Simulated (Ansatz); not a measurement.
# RuH2+ (doublet): from Hartree-Fock to the top rungs, def2-TZVPP

An exercise on one series of results from a longer session: the logs are not shown, and one member is left open.

Program: Ansatz 0.2.0, Gaussian basis. Level of theory: def2-TZVPP, core rule «outside noble gas», up to 4 orbitals frozen. These are calculated values, not measurements.

Plan: UHF; CCSD(T) on ROHF; CCSD(T) on UHF; CCSDT(Q) on ROHF; CCSDT(Q) on UHF; CASSCF and MRCISD+Q, 9 electrons in 8 orbitals; CASSCF and NEVPT2, 9 electrons in 8 orbitals.

4 further runs of the same task are left out: 4 set aside as unsound or not needed.

## The geometry

The geometry is a PBE0/def2-TZVP stationary point (not a proven minimum) of the parent state, kept for this charge and spin. No spin-orbit coupling is included. Elements past krypton take def2 core potentials.

3 atoms, charge 1, spin multiplicity 2.

Atoms are counted from 1 here; the program's logs count them from 0.

Bond lengths: Ru1–H2 1.550 Å, Ru1–H3 1.550 Å. Angles: H2–Ru1–H3 89.6°.

The first run:

Input file in.yaml:

```yaml
crystal:
  periodic: [false, false, false]
  atoms:
    - {symbol: Ru, position_ang: [0.000000, -0.021500, 0.000000]}
    - {symbol: H, position_ang: [0.000000, 1.077959, -1.092234]}
    - {symbol: H, position_ang: [0.000000, 1.077953, 1.092239]}
basis:
  gaussian: {orbitals: def2-TZVPP}
total_charge: 1
magnetization: {spin_polarized: true, initial_magnetization: 1}
hamiltonian: {xc: hf}
output: {orbitals: {seedname: orbitals}}
```

On the command line:

```
$ ansatz run in.yaml --threads 1 --pin off --events-out ev --progress --plain --max-ram 4096MiB --backend cpu
```

Steps of the session up to this table: UHF; CCSD(T) on ROHF; CCSD(T) on UHF; CCSDT(Q) on ROHF; CCSDT(Q) on UHF; CASSCF and MRCISD+Q, 9 electrons in 8 orbitals; CASSCF and NEVPT2, 9 electrons in 8 orbitals.

One table of the session follows, with a row left open; its other results are not shown here.

| method | from RCCSDT(Q) (meV) |
| --- | --- |
| ROHF | +7804.4 |
| RMP2 | +831.1 |
| UMP2 | +886.2 |
| RCCSD | +419.1 |
| UCCSD | +290.2 |
| RCCSD(T) | +62.8 |
| UCCSD(T) | ? |
| RCCSDT | +21.6 |
| UCCSDT | -402.1 |
| RCCSDT(Q) | 0 |
| UCCSDT(Q) | -494.5 |
| CASSCF valence | +5734.0 |
| NEVPT2 valence | +796.1 |
| MRCISD valence | +445.8 |
| MRCISD+Q valence | +133.0 |

**Question.** Estimate the row for UCCSD(T).

**Answer.** from RCCSDT(Q) (meV): -147.1. In the column «from RCCSDT(Q) (meV)» it lies between UCCSDT (-402.1) and RCCSDT(Q) (0).

Left out of the table: UHF (another determinant or state than the rows shown).

Limits of these values: The determinant is far from a pure spin state, so its energy mixes those of several spin states (harmless only where they are near-degenerate, as at dissociation). The program flags UCCSD(T), UCCSDT(Q) as in doubt, so those rows may rest on another solution; read them beside their warnings. Warnings: spin contamination; coupled cluster took another determinant than the lowest; large T1 diagnostic. Restricted and unrestricted rows rest on different reference determinants; where their highest levels disagree by more than a few hundredths of an eV, they describe different states and don't form one ladder.
